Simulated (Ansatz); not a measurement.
A run of Ansatz 0.2.0 is set up as follows.

Contents of input.yaml:

```yaml
crystal:
  lattice:
    - [2.8779217701, 0.0, 0.0]
    - [-1.4389608851, 2.492353363, 0.0]
    - [0.0, 0.0, 6.4526060264]
  atoms:
    - { symbol: Co, position: [0.3333333333, 0.6666666667, 0.835638], spin: 3.5 }
    - { symbol: Co, position: [0.6666666667, 0.3333333333, 0.164362], spin: 3.5 }
    - { symbol: Mn, position: [0.0, 0.0, 0.5], spin: 5.5 }
    - { symbol: "N", position: [0.3333333333, 0.6666666667, 0.304636] }
    - { symbol: "N", position: [0.6666666667, 0.3333333333, 0.695364] }
hamiltonian:
  xc: pbe
  pseudopotentials: { kind: paw }
magnetization:
  spin_polarized: true
kpoints:
  mp_grid: { grid: [11, 11, 4] }
scf:
  occupations: { method: fermi_dirac, width: 0.05 }
output:
  forces: true
  stress: true
  eigenvalues: true
```

Potentials or basis: Ansatz PAW.

Run with:

```bash
$ ansatz run input.yaml --threads 2 --pin off --max-ram 5120MiB --backend cpu --events-out ev --progress --plain --runs-dir out
```

(1) Predict the site moments.

(2) What does it give for the absolute moment?

Answers

(1) Co +0.38; Mn +2.55; N +0.02 μB.

(2) 3.73 μB per cell.
